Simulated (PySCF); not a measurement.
# [TaO2(OH)2]−: from a template to the relaxed complex

Task: relax [TaO2(OH)2]− and analyse its electrons. The structure is generated, not taken from experiment.

The runs use PySCF 2.14.0; TPSS, Ta def2-SVP with ECP60, O def2-SVP, H def2-SVP; scalar-relativistic core potentials, no spin–orbit coupling.

5 further runs of the same task are left out: 2 for a known fault of the program, 2 that didn't finish, 1 set aside as unsound or not needed.

## 1. Where the work starts

7 atoms, charge -1, spin multiplicity 1.

Bond lengths: Ta1–O2 1.554 Å, Ta1–O3 1.554 Å, Ta1–O4 1.848 Å, Ta1–O6 1.848 Å, O4–H5 0.966 Å, O6–H7 0.966 Å. Angles: O2–Ta1–O3 109.5°, O2–Ta1–O4 109.5°, O2–Ta1–O6 109.5°, O3–Ta1–O4 109.5°, O3–Ta1–O6 109.5°, O4–Ta1–O6 109.5°, Ta1–O4–H5 158.8°, Ta1–O6–H7 158.8°.

As a file:

```
Ta    0.0000    0.0000    0.0000
O     0.8972    0.8972    0.8972
O    -0.8972   -0.8972    0.8972
O     1.0669   -1.0669   -1.0669
H     1.3105   -1.6605   -1.7886
O    -1.0669    1.0669   -1.0669
H    -1.3105    1.6605   -1.7886
```

Formal oxidation states: Ta +5.

## 2. SCF at the start, singlet

The input, run.py (the lines that set the calculation):

```python
mol = gto.M(atom='''
Ta     0.00000     0.00000     0.00000
O      0.89720     0.89720     0.89720
O     -0.89720    -0.89720     0.89720
O      1.06690    -1.06690    -1.06690
H      1.31050    -1.66050    -1.78860
O     -1.06690     1.06690    -1.06690
H     -1.31050     1.66050    -1.78860''',
    basis={'Ta': 'def2-SVP', 'O': 'def2-SVP', 'H': 'def2-SVP'},
    ecp={'Ta': 'def2-SVP'},
    charge=-1, spin=0)
mf = dft.RKS(mol, xc='TPSS')
mf.grids.atom_grid = (50, 194)
mf = mf.density_fit()  # fitting sets: Ta def2-universal-JKFIT, O def2-universal-JKFIT, H def2-universal-JKFIT
mf.conv_tol = 1e-08; mf.max_cycle = 55
mf.kernel(dm0)  # dm0: free metal ions and neutral atoms
```

Started as:

```
> OMP_NUM_THREADS=2 python run.py
```

Output:

```text
init E= -368.479750406626
  HOMO = -0.00273146466349998  LUMO = 0.16580814083472  gap/eV = 4.58620
cycle= 1 E= -358.885414333402  delta_E= 9.59  |g|= 0.882  |ddm|= 3.76
  HOMO = 0.0304982885757958  LUMO = 0.115388164097759  gap/eV = 2.30997
cycle= 2 E= -358.641879779086  delta_E= 0.244  |g|= 1.42  |ddm|= 1.51
  HOMO = 0.00898772809502191  LUMO = 0.154748518369086  gap/eV = 3.96635
cycle= 3 E= -359.024188041529  delta_E= -0.382  |g|= 0.17  |ddm|= 0.984
  HOMO = 0.0182082608050216  LUMO = 0.15652322003206  gap/eV = 3.76374
cycle= 4 E= -359.024151107301  delta_E= 3.69e-05  |g|= 0.166  |ddm|= 0.22
  HOMO = 0.00728545332673391  LUMO = 0.158807736367628  gap/eV = 4.12313
cycle= 5 E= -359.029235222816  delta_E= -0.00508  |g|= 0.0303  |ddm|= 0.149
  HOMO = 0.0109856373241684  LUMO = 0.158304134703666  gap/eV = 4.00874
cycle= 6 E= -359.029429693592  delta_E= -0.000194  |g|= 0.00582  |ddm|= 0.0301
  HOMO = 0.0101461440856383  LUMO = 0.158072756902211  gap/eV = 4.02529
cycle= 7 E= -359.029437613895  delta_E= -7.92e-06  |g|= 0.00109  |ddm|= 0.00935
  HOMO = 0.0103182871903691  LUMO = 0.158078313468305  gap/eV = 4.02076
cycle= 8 E= -359.029437878935  delta_E= -2.65e-07  |g|= 7.83e-05  |ddm|= 0.00127
  HOMO = 0.0103241578719775  LUMO = 0.158081991260723  gap/eV = 4.02070
cycle= 9 E= -359.029437879962  delta_E= -1.03e-09  |g|= 2.86e-05  |ddm|= 0.000104
  HOMO = 0.0103211987882084  LUMO = 0.158081295205676  gap/eV = 4.02076
Extra cycle  E= -359.02943788  delta_E= -3.89e-11  |g|= 2.49e-05  |ddm|= 4.71e-05
converged SCF energy = -359.02943788
```

It took 2.7 s on 2 threads of AMD EPYC 9R45 (Zen 5), shared host; peak memory 0.5 GiB.

It gives: E = -359.029438 Eh, HOMO 0.28 eV, LUMO 4.30 eV, Mulliken charge on Ta1 +0.48 e. The highest filled level lies above zero; it isn't the detachment energy.

## 3. Relaxation, singlet

Steps are kept in the start's point group, C2.

The input, run.py (the lines that set the calculation):

```python
mol = gto.M(atom='''
Ta     0.00000     0.00000     0.03658
O      0.89720     0.89720     0.93378
O     -0.89720    -0.89720     0.93378
O      1.06690    -1.06690    -1.03032
H      1.31050    -1.66050    -1.75202
O     -1.06690     1.06690    -1.03032
H     -1.31050     1.66050    -1.75202''',
    basis={'Ta': 'def2-SVP', 'O': 'def2-SVP', 'H': 'def2-SVP'},
    ecp={'Ta': 'def2-SVP'},
    charge=-1, spin=0)
mf = dft.RKS(mol, xc='TPSS')
mf.grids.atom_grid = (50, 194)
mf = mf.density_fit()  # fitting sets: Ta def2-universal-JKFIT, O def2-universal-JKFIT, H def2-universal-JKFIT
mf.conv_tol = 1e-08; mf.max_cycle = 55
mf.kernel(dm0)  # dm0: an SCF of this state at this start
# quasi-Newton relaxation in Cartesian coordinates to a largest gradient under 0.00045 Eh/bohr, steps kept in the point group
```

Started as:

```
> OMP_NUM_THREADS=2 python run.py
```

The driver keeps no SCF log for this step, only its results.

It took 85 s on 2 threads of AMD EPYC 9R45 (Zen 5), shared host.

Along the way:

| step | energy from step 1 (eV) | largest force component (eV/Å) |
| --- | --- | --- |
| 1 | 0.0000 | 18.8694 |
| 2 | -4.2801 | 4.4798 |
| 3 | -4.6622 | 1.3378 |
| 4 | -4.7407 | 1.2473 |
| 5 | -4.7837 | 0.9806 |
| 6 | -4.8355 | 0.7711 |
| 7 | -4.8592 | 1.9854 |
| 8 | -4.9287 | 0.7365 |
| 9 | -4.9611 | 0.2727 |
| 10 | -5.0051 | 0.7674 |
| 11 | -5.0268 | 0.1816 |
| 12 | -5.0382 | 0.1240 |
| 13 | -5.0402 | 0.0772 |
| 14 | -5.0418 | 0.0572 |
| 15 | -5.0441 | 0.0828 |
| 16 | -5.0461 | 0.1256 |
| 17 | -5.0480 | 0.1701 |
| 18 | -5.0507 | 0.1394 |
| 19 | -5.0525 | 0.1291 |
| 20 | -5.0537 | 0.0508 |
| 21 | -5.0542 | 0.0854 |
| 22 | -5.0548 | 0.0832 |
| 23 | -5.0552 | 0.0257 |
| 24 | -5.0553 | 0.0300 |
| 25 | -5.0554 | 0.0106 |

Close pairs (by a distance rule), those that changed most:

```csv
bond,before (Å),after (Å),change (Å)
Ta1–O2,1.554,1.796,+0.242
Ta1–O3,1.554,1.796,+0.242
Ta1–H5,2.770,2.561,-0.209
Ta1–H7,2.770,2.561,-0.209
Ta1–O4,1.848,2.002,+0.154
Ta1–O6,1.848,2.002,+0.154
O4–H5,0.966,0.972,+0.006
O6–H7,0.966,0.972,+0.006
```

It ends in C2 at E = -359.215219 Eh.

```
Ta    0.0000    0.0000   -0.1809
O     0.8766    1.1866    0.8440
O    -0.8766   -1.1866    0.8440
O     1.3051   -1.0198   -1.3060
H     1.1909   -1.9847   -1.2777
O    -1.3051    1.0198   -1.3060
H    -1.1909    1.9847   -1.2777
```

## 4. Properties on a finer grid

The input, run.py (the lines that set the calculation):

```python
mol = gto.M(atom='''
Ta     0.00000     0.00000    -0.18093
O      0.87656     1.18663     0.84401
O     -0.87656    -1.18663     0.84401
O      1.30509    -1.01981    -1.30605
H      1.19092    -1.98469    -1.27775
O     -1.30509     1.01981    -1.30605
H     -1.19092     1.98469    -1.27775''',
    basis={'Ta': 'def2-SVP', 'O': 'def2-SVP', 'H': 'def2-SVP'},
    ecp={'Ta': 'def2-SVP'},
    charge=-1, spin=0)
mf = dft.RKS(mol, xc='TPSS')
mf.grids.atom_grid = (75, 302)
mf = mf.density_fit()  # fitting sets: Ta def2-universal-JKFIT, O def2-universal-JKFIT, H def2-universal-JKFIT
mf.conv_tol = 1e-09; mf.max_cycle = 55
mf.kernel(dm0)  # dm0: the density of the relaxed state
```

Started as:

```
> OMP_NUM_THREADS=2 python run.py
```

Output:

```text
init E= -359.21605856181
  HOMO = -0.0197979486353184  LUMO = 0.136631307832673  gap/eV = 4.25666
cycle= 1 E= -359.216059378892  delta_E= -8.17e-07  |g|= 0.000693  |ddm|= 0.0024
  HOMO = -0.0198780708392832  LUMO = 0.13663209804988  gap/eV = 4.25886
cycle= 2 E= -359.216057927013  delta_E= 1.45e-06  |g|= 0.00271  |ddm|= 0.00241
  HOMO = -0.0198263059905024  LUMO = 0.136624873308833  gap/eV = 4.25725
cycle= 3 E= -359.216059478131  delta_E= -1.55e-06  |g|= 8.15e-05  |ddm|= 0.00195
  HOMO = -0.019816580203365  LUMO = 0.13662573885351  gap/eV = 4.25701
cycle= 4 E= -359.216059478137  delta_E= -6.37e-12  |g|= 8.15e-05  |ddm|= 0.000111
  HOMO = -0.0198212623728864  LUMO = 0.136626682368739  gap/eV = 4.25717
cycle= 5 E= -359.21605947939  delta_E= -1.25e-09  |g|= 2.25e-05  |ddm|= 6.61e-05
  HOMO = -0.0198208883708979  LUMO = 0.136626428125151  gap/eV = 4.25715
cycle= 6 E= -359.216059479497  delta_E= -1.07e-10  |g|= 6.44e-06  |ddm|= 2.1e-05
  HOMO = -0.0198217254264108  LUMO = 0.136626260759964  gap/eV = 4.25717
Extra cycle  E= -359.216059479434  delta_E= 6.32e-11  |g|= 1.86e-05  |ddm|= 1.72e-05
converged SCF energy = -359.216059479434
```

Wall time 17 s (2 threads of AMD EPYC 9R45 (Zen 5), shared host).

Read off: E = -359.216059 Eh, HOMO -0.54 eV, LUMO 3.72 eV, Mulliken charge on Ta1 +0.63 e, largest force component 0.031 eV/Å. 

Löwdin charges:

```csv
atom,value (e)
Ta1,-0.09
O2,-0.31
O3,-0.31
O4,-0.23
H5,0.08
O6,-0.23
H7,0.08
```

Mulliken charges: Ta1 +0.63, O2 -0.50, O3 -0.50, O4 -0.50, H5 +0.19, O6 -0.50, H7 +0.19 e.

Contacts (the nearest donor of each ligand) and Mayer bond orders:

```
    contact  distance (Å)  bond order
 Ta1–O2 (O)         1.796        2.11
 Ta1–O3 (O)         1.796        2.11
Ta1–O4 (OH)         2.002        1.04
Ta1–O6 (OH)         2.002        1.04
```

Mulliken populations of Ta1 outside the core potential: s 2.42, p 6.54, d 3.22, f 0.19.

Orbitals, density, ELF and potential are computed afterwards from the orbital file.

Frontier orbitals at TPSS, with the share of their density that lies nearest to each atom:

| orbital | energy (eV) | lies on |
| --- | --- | --- |
| HOMO-1 | -1.29 | O2, O3 about 40 % each; O4, O6 about 7 % each |
| HOMO | -0.54 | O2, O3 about 48 % each |
| LUMO | 3.72 | H5, H7 about 19 % each; O4, O6 about 17 % each; O2, O3 about 10 % each |

ELF in a plane through or near 3 of the atoms.

Ten even steps from ' ' (0.00) to '@' (0.98):
```
                                                        
                                                        
                                                        
                                                        
                                                        
                    ................                    
                  ....................                  
                      ..==****==..                      
                  ....--%%**++%%::  ..                  
          ..--------::::##++==##::::--------..          
        ..==####****++::**####**--++****####==..        
        ==%%@@@@%%####**::----::**%%##@@@@@@##==        
        --##@@@@%%##%%##--....--##%%##%%@@@@##--        
        ..==********####--..  --####********==..        
            ....::--++==..    ..==++--::....            
                  ......        ......                  
                                                        
                                                        
                                                        
                                                        
```
The map spans 9.8 Å across and 7.9 Å up, centred on the molecule. Atoms in the plane (x, y in Å): Ta1 (0.0, 0.3), H5 (2.3, -0.8), H7 (-2.3, -0.8).

On the surface of density 0.002 e/bohr³ the electrostatic potential runs, from the 1st to the 99th percentile, from -6.02 V near O3 to -2.04 V near H5.

## 5. Results

```
                       quantity                        value
          state and point group                  singlet, C2
          metal–ligand contacts               1.80 to 2.00 Å
                frontier levels  HOMO -0.54 eV, LUMO 3.72 eV
dipole about the centre of mass                       3.07 D
            mean polarisability                       7.6 Å³
```

The metal carries -0.09 e by Löwdin's partition against a formal +5, and bond orders to the nearest donors reach 2.11. Both measures hang on the basis. No vibrations are shown for the final structure, so this session doesn't show it to be a minimum. One start shape was tried, so another isomer may lie lower. These are double-zeta-type bases without diffuse functions. Spin–orbit coupling is left out.
